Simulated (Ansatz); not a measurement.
# TaSiO4: what a guessed cell relaxes into

The task: take a trial cell of TaSiO4 to zero force and stress.

Computed with Ansatz 0.2.0 (DFT PBE, scalar-relativistic, plane waves, PAW, unless a step's input says otherwise).

## (1) Starting point

The structure is hexagonal, space group P6/mmm (No. 191). Conventional cell: a = 3.401 Å, b = 3.401 Å, c = 7.189 Å, α = 90.00°, β = 90.00°, γ = 120.00°. Around Ta (site symmetry 6/mmm) lie 8 O at 1.58 to 1.96 Å. Si (site symmetry 6/mmm) has 2 O at 2.02 Å as nearest neighbours. O (site symmetry -6m2) has 3 O at 1.96 Å and 3 Ta at 1.96 Å as nearest neighbours. O (site symmetry 6mm) is surrounded by 1 Ta at 1.58 Å.

As a file:

```
Ta Si O
1.0
     3.40104    0.00000    0.00000
    -1.70052    2.94539    0.00000
     0.00000    0.00000    7.18901
Ta Si O
1 1 4
Direct
  0.00000 0.00000 0.00000
  0.00000 0.00000 0.50000
  0.33333 0.66667 0.00000
  0.66667 0.33333 0.00000
  0.00000 0.00000 0.21935
  0.00000 0.00000 0.78065
```

Recipe of the guess: random cell by space group and Wyckoff sites (P6/mmm, No. 191). Its size is a rough estimate.

## (2) The guess as it stands, on a coarse mesh

File input.yaml:

```yaml
crystal:
  lattice:
    - [3.40104449, 0.0, 0.0]
    - [-1.70052225, 2.94539093, 0.0]
    - [0.0, 0.0, 7.18901327]
  atoms:
    - { symbol: Ta, position: [0.0, 0.0, 0.0] }
    - { symbol: Si, position: [0.0, 0.0, 0.5] }
    - { symbol: O, position: [0.33333333, 0.66666667, 0.0] }
    - { symbol: O, position: [0.66666667, 0.33333333, 0.0] }
    - { symbol: O, position: [0.0, 0.0, 0.21935269] }
    - { symbol: O, position: [0.0, 0.0, 0.78064731] }
basis:
  ecutwfc: 420
kpoints:
  mp_grid: { grid: [6, 6, 4] }
hamiltonian:
  xc: pbe
scf:
  occupations: { method: gaussian, width: 0.1 }
  lower_state_search: "off"
output:
  forces: true
  stress: true
  eigenvalues: true
```

The run is started by

```sh
$ ansatz run input.yaml --threads 1 --pin off --max-ram 2560MiB --backend cpu --events-out ev --progress --plain --runs-dir out
```

Further runs follow: spin check on a coarse mesh; rough relaxation on the coarse mesh; final relaxation.

Q: Predict the outcome of this session. Wanted: conventional cell; volume; energy over the elements; gap on the mesh.

**Answer**, as computed:

```
                                                              quantity                                                                       value
                                symmetry at the end (tolerance 0.05 Å)                                                space group P6/mmm (No. 191)
                                                     conventional cell  a = 3.666 Å, b = 3.666 Å, c = 7.256 Å, α = 90.00°, β = 90.00°, γ = 120.00°
                                                                volume                                                               14.08 Å³/atom
energy over the elements (uncorrected; H, N, O, F and Cl as molecules)                                                               -1.76 eV/atom
                                                       gap on the mesh                                                                none (metal)
```

In words: The space group P6/mmm (No. 191) is kept, and the volume per atom grows by 17.3 % from the first guess. It lies below the elements, which doesn't yet make it stable: competing phases were not computed in this session. No finished test with a distortion of lower symmetry is shown, so the end may be a saddle point. Spin-orbit coupling is left out for Ta. Some metallic runs here have no spin polarisation while others do, so their energies compare only roughly. Where forces pass 15 eV/Å atoms stand far too close, the PAW spheres overlap strongly and those numbers are rough. Other magnetic orders were not searched.
